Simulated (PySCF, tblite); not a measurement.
# C₃H₇F₃SeSi: geometry, infrared bands and NMR shifts

Aim: predict the infrared bands and NMR shifts of C₃H₇F₃SeSi (`CC[SiH2][Se]C(F)(F)F`).

The runs use tblite 0.8.0 and PySCF 2.14.0, with density-fitted response routines of our own; the level of theory stands in each step. All values are computed, except where a source is named. Atoms count from 0, in the outputs and in this text.

## 1. The molecule as given

15 atoms, charge 0, multiplicity 1; geometry from: force field or distance geometry start.

Bonds of the start (Å): C0–C1 1.53, C1–Si2 1.89, Si2–Se3 2.27, Se3–C4 1.94, C4–F5 1.39, C4–F6 1.38, C4–F7 1.38, C0–H8 1.11, C0–H9 1.12, C0–H10 1.11, C1–H11 1.10, C1–H12 1.12, Si2–H13 1.47, Si2–H14 1.48.

## 2. Optimising the geometry with GFN2-xTB

The job: settings as JSON, then the geometry in Å.

```
{"job": {"kind": "relax", "xc": "GFN2-xTB", "basis": "xTB"}, "charge": 0, "multiplicity": 1}
C     -2.208400    -0.803900     0.562900
C     -1.772500     0.424900    -0.237200
Si     0.061500     0.308100    -0.657400
Se     1.308700     0.357600     1.242100
C      2.994300     0.194700     0.290100
F      3.143400     1.269800    -0.576600
F      4.037300     0.193700     1.186600
F      3.025800    -0.976700    -0.436100
H     -1.652600    -0.874100     1.522000
H     -3.304000    -0.715900     0.798100
H     -2.056300    -1.728800    -0.029500
H     -2.358200     0.486100    -1.165700
H     -1.946200     1.340300     0.381800
H      0.310100    -0.935800    -1.400500
H      0.412600     1.467900    -1.502800
```

Launch:

```console
$ OMP_NUM_THREADS=1 python probes_run.py task.json out
```

This one command runs all jobs of the session in turn.

**Question.** This job is followed by: GFN2-xTB harmonic vibrations, gas phase; GIAO PBE0/pcSseg-1 NMR shielding, non-relativistic, gas phase. What will the session give for the following? strongest single infrared mode (GFN2-xTB); zero-point energy (GFN2-xTB); 13C shifts against TMS (PBE0/pcSseg-1); 1H shifts against TMS (PBE0/pcSseg-1, means over atoms taken as alike); 29Si shifts against TMS (PBE0/pcSseg-1); 77Se shifts against Me2Se (PBE0/pcSseg-1); 19F shifts against CFCl3 (PBE0/pcSseg-1, means over atoms taken as alike); surface potential, 1st and 99th percentile.

The runs gave:

```
                                                                 quantity                  value
                                strongest single infrared mode (GFN2-xTB)  1013 cm⁻¹, 323 km/mol
                                             zero-point energy (GFN2-xTB)          59.5 kcal/mol
                                   13C shifts against TMS (PBE0/pcSseg-1)   145.7, 12.7, 6.8 ppm
   1H shifts against TMS (PBE0/pcSseg-1, means over atoms taken as alike)   5.38, 1.12, 1.11 ppm
                                  29Si shifts against TMS (PBE0/pcSseg-1)              -12.6 ppm
                                77Se shifts against Me2Se (PBE0/pcSseg-1)                 79 ppm
19F shifts against CFCl3 (PBE0/pcSseg-1, means over atoms taken as alike)              -37.6 ppm
                                    surface potential, 1st and 99th percentile     -0.62 V and 1.33 V
```

In words: Over 91 steps the energy fell by 0.307 eV; of the close pairs, Si2–Se3 changed most, 2.273 to 2.329 Å. No mode is imaginary among the 39: a minimum at this level. Unscaled tight-binding wavenumbers are off by several per cent, some by more. Its intensities can rank the bands wrongly. At PBE0/pcSseg-1: Shielding is most anisotropic at Se3 (span 1556 ppm, paramagnetic term -1324 ppm). At PBE0/pcSseg-1, counted by nearest atom on the grid, the HOMO lies on Se3 82 %, the LUMO on Se3 36 %; Si2 14 %. Spin-orbit coupling is left out, which matters for shieldings and couplings at and beside the heavy atoms.
